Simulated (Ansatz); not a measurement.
Crystal: NiMoIrPdW.

```xyz
5
Lattice="2.7662 0.0000 0.0000 -1.3831 2.3956 0.0000 0.0000 0.0000 11.0229" Properties=species:S:1:pos:R:3 pbc="T T T"
Ni    0.0000    1.5971    6.5820
Mo    0.0000    0.0000    4.5276
Pd    1.3831    0.7985    8.7654
Ir    1.3831    0.7985    2.2002
W     0.0000    1.5971   10.9936
```

The cell was built by a generator and needn't be a form met in nature.

```yaml
Program: Ansatz 0.2.0
Task: relaxation of cell and atoms
Functional: PBE
Dispersion: D4
Potentials_or_basis: Ansatz PAW
Cutoff: "420 eV (not typed: the program's choice for these potentials)"
k_mesh: 8 × 8 × 2
Occupations: fermi-dirac, width 0.05 eV
Spin: collinear spin, ferromagnetic start
Starting_moments: "[1.0, 1.0, 0.0, 0.6, 0.0] μB"
```

At the start: volume 14.61 Å³/atom.

Problem. Where does the relaxation end?

Solution. It ends after 5 steps and the volume is 14.31 Å³/atom (-2.1 %); space group P3m1 (No. 156, to 0.05 Å); moment 0.00 μB per cell.

The path:
| step | energy change (eV) | largest force (eV/Å) | volume (Å³) |
| --- | --- | --- | --- |
| 1 | 0.0000 | 0.1169 | 73.04 |
| 2 | -0.0264 | 0.0362 | 71.66 |
| 3 | -0.0267 | 0.0135 | 71.54 |
| 4 | -0.0267 | 0.0010 | 71.54 |
| 5 | -0.0260 | 0.0010 | 71.54 |

Final structure:
```yaml
crystal:
  lattice:
    - [2.74588, 0.00000, 0.00000]
    - [-1.37294, 2.37801, 0.00000]
    - [0.00000, 0.00000, 10.95562]
  atoms:
    - { symbol: Ni, position: [0.33333, 0.66667, 0.59676] }
    - { symbol: Mo, position: [0.00000, 0.00000, 0.41028] }
    - { symbol: Pd, position: [0.66667, 0.33333, 0.79509] }
    - { symbol: Ir, position: [0.66667, 0.33333, 0.20052] }
    - { symbol: W, position: [0.33333, 0.66667, 0.99736] }
```

Caveat: the plane-wave basis is chosen anew once the cell has moved, so the energies of steps on either side of that aren't comparable; pairwise dispersion overbinds metals, which lowers pressure and volume; the starting moments weren't kept.
